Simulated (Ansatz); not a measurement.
# ClFGeH2S: up Jacob's ladder to CCSD(T)

Aim: compute ClFGeH2S with functionals from several rungs and with coupled cluster. The yardstick is the atomisation energy at the CCSD(T) limit.

Method: functionals in def2-TZVPP, the program's frozen cores in correlated methods; program: Ansatz 0.2.0, Gaussian basis.

The runs, in order: LDA (SPW92), PBE-D4, revPBE-D4, BLYP-D4, r2SCAN-D4, B97M-V, PBE0-D4, B3LYP-D4, r2SCANh-D4, r2SCAN0-D4, HSE06-D4, BHLYP-D4, CAM-B3LYP-D4, LC-ωPBE, ωB97X-V, ωB97M-V, B2PLYP, PBE-QIDH; CCSD(T)/def2-SVP; CCSD(T)/def2-TZVPP; MP2/def2-QZVPP; extrapolation to the limit; RPA on PBE.

## Step 1: Structure used throughout

All runs share one geometry, relaxed beforehand with PBE0-D4 in a triple-zeta def2 set.

SMILES `[F][GeH]([SH])[Cl]`, 6 atoms, charge 0, spin multiplicity 1.

Atoms are counted from 1 here; the program's logs count them from 0.

Bond lengths: F1–Ge2 1.729 Å, Ge2–S3 2.189 Å, Ge2–Cl4 2.132 Å, Ge2–H5 1.526 Å, S3–H6 1.344 Å. Angles: F1–Ge2–S3 109.6°, F1–Ge2–Cl4 104.1°, F1–Ge2–H5 108.1°, S3–Ge2–Cl4 111.4°, S3–Ge2–H5 112.0°, Cl4–Ge2–H5 111.3°, Ge2–S3–H6 92.8°.

## Step 2: LDA

This LDA is Slater exchange with PW92 correlation.

in.yaml reads:

```yaml
crystal:
  periodic: [false, false, false]
  atoms:
    - {symbol: F, position_ang: [-1.778503, -0.396751, 0.303760]}
    - {symbol: Ge, position_ang: [-0.267779, -0.038840, -0.456864]}
    - {symbol: S, position_ang: [0.879183, 1.339182, 0.798768]}
    - {symbol: Cl, position_ang: [0.697813, -1.933549, -0.613241]}
    - {symbol: H, position_ang: [-0.558211, 0.551556, -1.834183]}
    - {symbol: H, position_ang: [1.069499, 0.414301, 1.755559]}
basis:
  gaussian: {orbitals: def2-TZVPP}
hamiltonian: {xc: lda}
output: {orbitals: {seedname: orbitals}}
```

After this run come: PBE-D4 (GGA); revPBE-D4 (GGA); BLYP-D4 (GGA); r2SCAN-D4 (meta-GGA); B97M-V (meta-GGA); PBE0-D4 (hybrid); B3LYP-D4 (hybrid); r2SCANh-D4 (hybrid); r2SCAN0-D4 (hybrid); HSE06-D4 (hybrid); BHLYP-D4 (hybrid); CAM-B3LYP-D4 (range-separated); LC-ωPBE-D4 (range-separated); ωB97X-V (range-separated); ωB97M-V (range-separated); B2PLYP (double hybrid); PBE-QIDH (double hybrid); CCSD(T) in def2-SVP; CCSD(T) in def2-TZVPP; MP2 in def2-QZVPP; RPA on PBE orbitals.

Q: Predict the results of all the runs planned. Wanted: atomisation energy, CCSD(T)/CBS; farthest beyond LDA; mean size of error, GGA; mean size of error, meta-GGA; mean size of error, hybrid; mean size of error, range-separated; mean size of error, double hybrid; gap, smallest and largest; T1 diagnostic.

As calculated:

```
                               quantity                                            value
        atomisation energy, CCSD(T)/CBS                                   431.3 kcal/mol
functionals within 4.3 kcal/mol (1.0 %)  PBE-D4, r2SCAN-D4, r2SCANh-D4, ωB97X-V, ωB97M-V
                    farthest beyond LDA                        BHLYP-D4 (-22.6 kcal/mol)
                mean size of error, GGA                                     7.5 kcal/mol
           mean size of error, meta-GGA                                     4.2 kcal/mol
             mean size of error, hybrid                                     9.2 kcal/mol
    mean size of error, range-separated                                     5.0 kcal/mol
      mean size of error, double hybrid                                     8.1 kcal/mol
              gap, smallest and largest        4.84 eV (LDA (SPW92)), 12.33 eV (LC-ωPBE)
                          T1 diagnostic                                           0.0112
triples share of the correlation energy                                            3.7 %
```

The LDA atomisation energy is off by 68.5 kcal/mol (16 %): it overbinds. PBE-D4 is off by +3.8 kcal/mol. Double hybrids carry the basis error of their MP2 part in triple zeta, and no dispersion term here, so their miss is partly the set-up's. By mean error the best rung here is meta-GGA (4.2 kcal/mol) and the worst beyond LDA is hybrid (9.2 kcal/mol). The gap between the best rungs is small, so their order is not settled. The mean of the hybrids holds BHLYP, with half exact exchange. The reference freezes the cores and leaves out relativity and excitations past (T), and its outer-core shells are covered unevenly, so misses under about 4.3 kcal/mol can't be ranked. Hartree-Fock recovers 70 % of the binding; the rest is correlation. CCSD(T) in def2-SVP is off by -39.4 kcal/mol, so the small basis spoils what the method gains. Orbital gaps span 4.8 to 12.3 eV; exact exchange widens them. Correlated methods include outer-core shells of Ge, which these sets cover unevenly.
